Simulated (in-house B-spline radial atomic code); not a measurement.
# Kr³⁺: ionisation energy by several methods

An exercise on one series of results from a longer session: the logs are not shown, and one member is left open.

Program: in-house B-spline radial atomic code version 1. Level of theory: non-relativistic, several functionals, spin-polarised, exact exchange averaged over the configuration; spherical all-electron atom at the radial basis limit. These are calculated values, not measurements, unless marked.

### Starting point

| Item | Value |
| --- | --- |
| element | krypton (Z = 36) |
| charge | +3 |
| electrons | 33 |
| configuration | [Ar] 3d10 4s2 4p3 |
| nucleus | point |

The outer shells:

[Ar] 3d10 4s2 4p3
```
[Ar] core
3d [↑↓][↑↓][↑↓][↑↓][↑↓]
4s [↑↓]
4p [↑ ][↑ ][↑ ]
```

Where spins are not typed, each open shell is filled with up spins first.

The first run:

Settings of the run:

```ini
Z = 36
electrons = 33.0
configuration = [Ar] 3d10 4s2 4p3
hamiltonian = nr
method = r2scan0
spin_polarised = True
exact_exchange = averaged over the configuration
```

Started as:

```bash
$ python run_scf.py task.json out
```

One command runs all members of the session, one after another, from task.json.

Among the steps run: r2SCAN0; BHandHLYP; LC-ωPBE; PBE0; ωB97X; CAM-B3LYP.

One of the session's tables, all rows but one given; the rest of the session is left out.

| method | ΔSCF (eV) |
| --- | --- |
| r2SCAN0 | 51.535 |
| BHandHLYP | 50.954 |
| PBE0 | 51.124 |
| LC-ωPBE | 51.112 |
| ωB97X | 50.831 |
| CAM-B3LYP | ? |

Q: Estimate the row for CAM-B3LYP from the others.

The run gave: ΔSCF (eV): 50.968. In the column «ΔSCF (eV)» it lies between BHandHLYP (50.954) and LC-ωPBE (51.112).

Limits of these values: These runs leave out relativity, which matters at this nuclear charge.
